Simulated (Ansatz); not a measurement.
# C2H6CrO2: the cost of one run

All numbers below are computed with Ansatz 0.2.0 (RHF/def2-SVP).

**1. Starting point**

Bond lengths: C1–Cr2 2.048 Å, Cr2–C3 2.049 Å, Cr2–O4 1.544 Å, Cr2–O5 1.544 Å, C1–H6 1.102 Å, C1–H7 1.090 Å, C1–H8 1.094 Å, C3–H9 1.090 Å, C3–H10 1.100 Å, C3–H11 1.095 Å. Angles (14 of 18 angles, heavy atoms first): C1–Cr2–C3 108.6°, C1–Cr2–O4 105.5°, C1–Cr2–O5 104.3°, C3–Cr2–O4 104.0°, C3–Cr2–O5 105.1°, O4–Cr2–O5 128.4°, Cr2–C1–H6 105.5°, Cr2–C1–H7 115.7°, Cr2–C1–H8 112.1°, Cr2–C3–H9 115.4°, Cr2–C3–H10 107.2°, Cr2–C3–H11 110.7°, H6–C1–H7 106.9°, H6–C1–H8 109.1°.

As a file:

```xyz
11

C    -1.5839    0.5506    0.2436
Cr    0.1970    0.4150   -0.7577
C     1.4372   -0.8407    0.2838
O    -0.1164   -0.3620   -2.0546
O     0.8271    1.8172   -0.6092
H    -1.3229    0.5194    1.3142
H    -2.1487    1.4686    0.0816
H    -2.2497   -0.2858    0.0138
H     2.3290   -1.1668   -0.2515
H     0.8584   -1.7450    0.5219
H     1.7729   -0.3703    1.2141
```

**2. Relaxing end A**

The input, input.yaml:

```yaml
crystal:
  periodic: [false, false, false]
  atoms:
    - { symbol: C, position_ang: [-1.58387, 0.55062, 0.2436] }
    - { symbol: Cr, position_ang: [0.19698, 0.41503, -0.75766] }
    - { symbol: C, position_ang: [1.43725, -0.84074, 0.2838] }
    - { symbol: O, position_ang: [-0.11645, -0.36205, -2.05462] }
    - { symbol: O, position_ang: [0.82713, 1.81716, -0.60922] }
    - { symbol: H, position_ang: [-1.32293, 0.51939, 1.31422] }
    - { symbol: H, position_ang: [-2.14873, 1.46857, 0.08156] }
    - { symbol: H, position_ang: [-2.2497, -0.28581, 0.0138] }
    - { symbol: H, position_ang: [2.32903, -1.16679, -0.25151] }
    - { symbol: H, position_ang: [0.85836, -1.74504, 0.52194] }
    - { symbol: H, position_ang: [1.77293, -0.37034, 1.2141] }
basis:
  gaussian: { orbitals: def2-SVP }
hamiltonian:
  xc: hf
relax:
  f_tol: 0.015
  max_steps: 40
```

On the command line:

```sh
$ ansatz run input.yaml --threads 2 --pin off --max-ram 3072MiB --backend cpu --events-out ev --progress --plain --runs-dir out
```

What time and memory should one allow on 2 threads of Arm Neoverse V1, shared host?

About 32 s, with a peak of 0.34 GiB.
